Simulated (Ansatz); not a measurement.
Predict the output of the script below (Ansatz 0.2.0 through its Python package).

`energy_c2h5bclf.py`
```python
# -*- coding: utf-8 -*-
'''Single point of C2H5BClF in a Gaussian basis.'''

from pathlib import Path

import ansatz as az
from ase import Atoms

atoms = Atoms(['C', 'B', 'F', 'C', 'Cl', 'H', 'H', 'H', 'H', 'H'], positions=[
    (-1.0263, -0.9094, 0.2871),
    (0.4341, -0.4589, 0.0072),
    (1.4286, -1.4746, -0.0297),
    (0.9184, 1.0824, -0.1663),
    (0.0873, 1.7386, -1.6419),
    (-1.4369, -0.3492, 1.1963),
    (-1.1215, -1.9621, 0.4058),
    (-1.6655, -0.5364, -0.5904),
    (1.9507, 1.1707, -0.2152),
    (0.5143, 1.6477, 0.7499),
])
system = az.Crystal.molecule_from_ase(atoms)

job = (
    system.calculation()
    .basis(gaussian='def2-TZVP')
    .functional('PBE0')
    .orbitals()
)
done = job.run(runs_dir='c2h5bclf_runs')
data = done.report

print(f'E = {data["free_energy_ev"]:.6f} eV = {data["free_energy_ev"] / 27.211386246:.7f} Ha')
print('converged:', data['converged'], ' doubts:', data['published_state_doubts'] or 'none')

lines = Path(data['orbitals_path']).read_text().splitlines()
field_of = lambda key: [line.split('=')[1].strip() for line in lines if line.startswith(key)]
orbitals = [(27.211386 * float(e), s, float(n)) for e, s, n in zip(field_of('Ene='), field_of('Spin='), field_of('Occup='))]
homo = max(e for e, _, n in orbitals if n > 0.5)
lumo = min(e for e, _, n in orbitals if n < 0.5)
print(f'HOMO {homo:.3f} eV, LUMO {lumo:.3f} eV, gap {lumo - homo:.3f} eV')
```

```console
$ python energy_c2h5bclf.py
E = -18065.264573 eV = -663.8862280 Ha
converged: True  doubts: none
HOMO -8.309 eV, LUMO -1.101 eV, gap 7.208 eV
```

Reading the output:
- Total energies depend on the basis set; only differences at equal settings carry meaning.
- The geometry is a force-field or estimated start, not a minimum of this method, and the basis set is short of its limit.
- Levels such as HOMO and LUMO are orbital energies: with these approximate functionals they aren't the ionisation energy and electron affinity, and their gap isn't the fundamental gap.
- The whole script took 12 s on 1 thread of Arm Neoverse N1 (shared host), peak memory 0.46 GiB.

(A comment or docstring line of the script was reworded after the run, the code is as it ran; lines on the test bed's own set-up are left out of the output.)
